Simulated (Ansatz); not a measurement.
# Cl₂H₄OSi₂: a ladder of functionals and wavefunction methods

One table from this session's results is given with a row withheld; the runs are named, their logs left out.

The runs use Ansatz 0.2.0, Gaussian basis; functionals in def2-TZVPP, the program's frozen cores in correlated methods.

Levels to be run: PBE-D4, r2SCAN-D4, PBE0-D4, B3LYP-D4, ωB97X-V, ωB97M-V, B2PLYP; CCSD(T)/def2-TZVPP; MP2/def2-QZVPP; extrapolation to the limit.

## The geometry

An earlier PBE0-D4 in a triple-zeta def2 set relaxation fixed the geometry.

SMILES `Cl[SiH2]O[SiH2]Cl`, 9 atoms, charge 0, spin multiplicity 1.

Atoms are counted from 1 here; the program's logs count them from 0.

Bond lengths: Cl1–Si2 2.049 Å, Si2–O3 1.629 Å, Si2–H6 1.475 Å, Si2–H7 1.477 Å, O3–Si4 1.629 Å, Si4–Cl5 2.049 Å, Si4–H8 1.475 Å, Si4–H9 1.477 Å. Angles: Cl1–Si2–O3 109.9°, Cl1–Si2–H6 108.3°, Cl1–Si2–H7 107.7°, O3–Si2–H6 108.0°, O3–Si2–H7 110.3°, H6–Si2–H7 112.7°, Si2–O3–Si4 144.1°, O3–Si4–Cl5 109.9°, O3–Si4–H8 108.0°, O3–Si4–H9 110.3°, Cl5–Si4–H8 108.3°, Cl5–Si4–H9 107.7°, H8–Si4–H9 112.7°.

The first run:

in.yaml

```yaml
crystal:
  periodic: [false, false, false]
  atoms:
    - {symbol: Cl, position_ang: [-1.004230, 0.084436, 2.440831]}
    - {symbol: Si, position_ang: [-1.222106, 0.828030, 0.544016]}
    - {symbol: O, position_ang: [-0.390949, -0.093585, -0.510514]}
    - {symbol: Si, position_ang: [1.023427, -0.860634, -0.762946]}
    - {symbol: Cl, position_ang: [2.581209, 0.356580, -0.224688]}
    - {symbol: H, position_ang: [-2.650653, 0.759959, 0.181655]}
    - {symbol: H, position_ang: [-0.698879, 2.208780, 0.541195]}
    - {symbol: H, position_ang: [1.136144, -1.145280, -2.206310]}
    - {symbol: H, position_ang: [1.099936, -2.080486, 0.065662]}
basis:
  gaussian: {orbitals: def2-TZVPP}
hamiltonian: {xc: pbe, dispersion: d4}
output: {forces: true, orbitals: {seedname: orbitals}}
```

Started as:

```sh
$ ansatz run in.yaml --threads 4 --pin off --events-out ev --progress --plain --max-ram 10444MiB
```

Steps of the session up to this table: PBE-D4 (GGA); r2SCAN-D4 (meta-GGA); PBE0-D4 (hybrid); B3LYP-D4 (hybrid); ωB97X-V (range-separated); ωB97M-V (range-separated); B2PLYP (double hybrid); CCSD(T) in def2-TZVPP; MP2 in def2-QZVPP.

One of the session's tables, all rows but one given; the rest of the session is left out.

| method | atomisation energy (eV) |
| --- | --- |
| PBE-D4 | ? |
| r2SCAN-D4 | 31.938 |
| PBE0-D4 | 31.426 |
| B3LYP-D4 | 31.569 |
| ωB97X-V | 32.096 |
| ωB97M-V | 32.020 |
| B2PLYP | 31.340 |
| HF/def2-TZVPP | 24.127 |
| MP2/def2-TZVPP | 31.690 |
| CCSD/def2-TZVPP | 30.572 |
| CCSD(T)/def2-TZVPP | 30.995 |
| MP2/CBS | 32.731 |
| CCSD(T)/CBS | 32.036 |

Q: Estimate the row for PBE-D4 from the others.

**Answer.** atomisation energy (eV): 31.675. In the column «atomisation energy (eV)» it lies between B3LYP-D4 (31.569) and MP2/def2-TZVPP (31.690).
